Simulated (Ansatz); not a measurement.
# Cu (Copper): the cost of one run

Program: Ansatz 0.2.0 through its Python package. Level of theory: DFT PBE, plane waves, PAW. These are calculated values, not measurements.

**1. Starting point**

It takes space group Fm-3m (No. 225, cubic). The conventional cell has a = 3.615 Å, b = 3.615 Å, c = 3.615 Å, α = 90.00°, β = 90.00°, γ = 90.00°. Cu (site symmetry m-3m) is surrounded by 12 Cu at 2.56 Å.

No structure file is read: the coordinates are typed or built in the script.

**2. The code**

File cu.py:

```python
import warnings

import ansatz as az


def main() -> None:
    warnings.simplefilter("ignore", az.DeckWarning)

    crystal = (
        az.Lattice.fcc(3.615)
        .space_group(225)
        .atom("Cu", [0.0, 0.0, 0.0])
        .primitive()
    )

    calculation = (
        crystal.calculation()
        .functional("pbe")
        .kpoints(13, 13, 13, center="gamma")
        .scf(tolerance=1e-09)
        .forces()
        .stress()
    )

    rows = []
    for value in [0.25, 0.15, 0.1, 0.05, 0.025]:
        report = calculation.occupations("methfessel_paxton", width=value).run().report
        rows.append((value, report["free_energy_ev"] / len(report["lattice"]["sites"]), report["n_iterations"], sum(report["stress_gpa"][i][i] for i in range(3)) / 3, max(abs(f) for row in report["forces_ev_ang"] for f in row), report["n_kpoints"]))

    print("  width (eV)   F/atom (eV)    iterations       P (GPa)  max component (eV/A)      k-points")
    for row in rows:
        print(f"{str(row[0]):>12s}  {row[1]:12.5f}  {row[2]:12d}  {row[3]:12.3f}  {row[4]:20.4f}  {row[5]:12d}")

    for row in rows[:-1]:
        shift = 1000 * (row[1] - rows[-1][1])
        print(f"{row[0]}: {shift:+.2f} meV/atom" + ("  (within 1 meV)" if abs(shift) < 1 else ""))


if __name__ == "__main__":
    main()
```

**3. The run**

On the command line:

```bash
$ python cu.py
```

What time and memory should one allow on 1 thread of Arm Neoverse V2, shared host?

About 4.6 s, with a peak of 0.33 GiB.
